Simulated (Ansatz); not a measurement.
# Al5Cu: the cost of one run

Program: Ansatz 0.2.0. Level of theory: DFT PBE, scalar-relativistic, plane waves, PAW. These are calculated values, not measurements.

2 further runs of the same task are left out: 2 that didn't finish. Runs told in other sessions of the task aren't counted.

**1. The starting structure**

Symmetry: P-3m1, No. 164, trigonal system. Conventional cell: a = 2.845 Å, b = 2.845 Å, c = 13.366 Å, α = 90.00°, β = 90.00°, γ = 120.00°. Al (site symmetry -3m) is surrounded by 12 Al at 2.84 to 2.86 Å. Al (site symmetry 3m) is surrounded by 12 Al at 2.84 to 2.86 Å. Al (site symmetry 3m) is surrounded by 3 Cu at 2.60 Å and 9 Al at 2.84 to 2.85 Å. Cu (site symmetry -3m) has 6 Al at 2.60 Å and 6 Cu at 2.84 Å in its first shell of neighbours.

Structure file:

```
CELL_PARAMETERS angstrom
2.84460 0.00000 0.00000
-1.42230 2.46349 0.00000
0.00000 0.00000 13.36569
ATOMIC_POSITIONS crystal
Al 0.00000 0.00000 0.00000
Al 0.33333 0.66667 0.82515
Al 0.66667 0.33333 0.65079
Al 0.33333 0.66667 0.34921
Al 0.66667 0.33333 0.17485
Cu 0.00000 0.00000 0.50000
```

The cell was relaxed beforehand at this level, from a generated guess; it is a trial structure. At a tolerance of 0.05 Å it has space group P-3m1 (No. 164); it has 15.61 Å³/atom, an uncorrected energy of -0.03 eV/atom over the elements and, on its mesh, gap none (metal).

**2. Point at V/V0 = 0.97**

Input file input.yaml:

```yaml
crystal:
  lattice:
    - [2.8158618015, -2.86e-08, 0.0]
    - [-1.407930876, 2.438607868, 0.0]
    - [0.0, 0.0, 13.2306760761]
  atoms:
    - { symbol: Al, position: [0.0, 0.0, 0.0] }
    - { symbol: Al, position: [0.3333333333, 0.6666666667, 0.825147] }
    - { symbol: Al, position: [0.6666666667, 0.3333333333, 0.650792] }
    - { symbol: Al, position: [0.3333333333, 0.6666666667, 0.349208] }
    - { symbol: Al, position: [0.6666666667, 0.3333333333, 0.174853] }
    - { symbol: Cu, position: [0.0, 0.0, 0.5] }
basis:
  ecutwfc: 420
kpoints:
  mp_grid: { grid: [18, 18, 4] }
hamiltonian:
  xc: pbe
scf:
  occupations: { method: gaussian, width: 0.1 }
output:
  forces: true
  stress: true
  eigenvalues: true
relax:
  adjacent_minimum: "off"
  f_tol: 0.01
  max_steps: 30
  cell: { stress_tol: 0.1, fix: [volume] }
```

Command:

```console
$ ansatz run input.yaml --threads 4 --pin off --max-ram 8192MiB --backend cpu --events-out ev --progress --plain --runs-dir out
```

**Question.** How long does this run take on 4 threads of Arm Neoverse V2, shared host, and how much memory does it need?

About 17 s, with a peak of 0.56 GiB.
